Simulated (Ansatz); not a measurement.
**CH5BClNO: a ladder of functionals and wavefunction methods**

How much do the methods differ for CH5BClNO? The plan is to run it at one geometry with functionals of several rungs and with coupled cluster. The yardstick is the atomisation energy at the CCSD(T) limit.

Program: Ansatz 0.2.0, Gaussian basis. Level of theory: functionals in def2-TZVPP, the program's frozen cores in correlated methods. These are calculated values, not measurements.

The runs, in order: PBE-D4, r2SCAN-D4, PBE0-D4, B3LYP-D4, ωB97X-V, ωB97M-V, B2PLYP; CCSD(T)/def2-TZVPP; MP2/def2-QZVPP; extrapolation to the limit.

### 1 The relaxed structure

An earlier PBE0-D4 in a triple-zeta def2 set relaxation fixed the geometry.

SMILES `OCNBCl`, 10 atoms, charge 0, spin multiplicity 1.

Atoms are counted from 1 here; the program's logs count them from 0.

Bond lengths: O1–C2 1.403 Å, O1–H6 0.961 Å, C2–N3 1.441 Å, C2–H7 1.089 Å, C2–H8 1.097 Å, N3–B4 1.390 Å, N3–H9 1.008 Å, B4–Cl5 1.763 Å, B4–H10 1.192 Å. Angles: C2–O1–H6 109.1°, O1–C2–N3 113.9°, O1–C2–H7 105.8°, O1–C2–H8 111.0°, N3–C2–H7 108.6°, N3–C2–H8 108.6°, H7–C2–H8 108.8°, C2–N3–B4 128.0°, C2–N3–H9 115.0°, B4–N3–H9 117.0°, N3–B4–Cl5 121.2°, N3–B4–H10 120.3°, Cl5–B4–H10 118.5°.

### 2 PBE-D4 (GGA)

in.yaml reads:

```yaml
crystal:
  periodic: [false, false, false]
  atoms:
    - {symbol: O, position_ang: [-0.669803, 1.415381, 1.011066]}
    - {symbol: C, position_ang: [-0.503254, 0.033582, 0.836010]}
    - {symbol: N, position_ang: [0.561431, -0.315014, -0.070012]}
    - {symbol: B, position_ang: [0.481405, -0.533840, -1.440577]}
    - {symbol: Cl, position_ang: [-1.064386, -0.471335, -2.286889]}
    - {symbol: H, position_ang: [0.105556, 1.772329, 1.452119]}
    - {symbol: H, position_ang: [-1.443384, -0.327647, 0.422867]}
    - {symbol: H, position_ang: [-0.323180, -0.465824, 1.795441]}
    - {symbol: H, position_ang: [1.475727, -0.374431, 0.350587]}
    - {symbol: H, position_ang: [1.463087, -0.784301, -2.067714]}
basis:
  gaussian: {orbitals: def2-TZVPP}
hamiltonian: {xc: pbe, dispersion: d4}
output: {forces: true, orbitals: {seedname: orbitals}}
```

On the command line:

```bash
$ ansatz run in.yaml --threads 4 --pin off --events-out ev --progress --plain --max-ram 10444MiB
```

Further steps of the session: r2SCAN-D4 (meta-GGA); PBE0-D4 (hybrid); B3LYP-D4 (hybrid); ωB97X-V (range-separated); ωB97M-V (range-separated); B2PLYP (double hybrid); CCSD(T) in def2-TZVPP; MP2 in def2-QZVPP.

**Question.** What will the summary of the whole plan be? Wanted: atomisation energy, CCSD(T)/CBS; farthest; mean size of error, hybrid; mean size of error, range-separated; gap, smallest and largest; T1 diagnostic; triples share of the correlation energy.

As calculated:

| quantity | value |
| --- | --- |
| atomisation energy, CCSD(T)/CBS | 3779.0 kJ/mol |
| functionals within 18.9 kJ/mol (0.5 %) | r2SCAN-D4, B3LYP-D4, ωB97X-V |
| farthest | PBE-D4 (+113.9 kJ/mol) |
| mean size of error, hybrid | 19.9 kJ/mol |
| mean size of error, range-separated | 24.6 kJ/mol |
| gap, smallest and largest | 5.76 eV (PBE-D4), 12.74 eV (ωB97X-V) |
| T1 diagnostic | 0.0115 |
| triples share of the correlation energy | 3.9 % |

What this shows: PBE-D4 misses by +113.9 kJ/mol. Double hybrids carry the basis error of their MP2 part in triple zeta, and no dispersion term here, so their miss is partly the set-up's. Misses under about 18.9 kJ/mol are within the doubt on the reference itself, which lacks core-valence correlation, relativity and higher excitations. Hartree-Fock recovers 71 % of the binding; the rest is correlation. The gap grows from 5.8 to 12.7 eV across the functionals, mostly with the share of exact exchange.
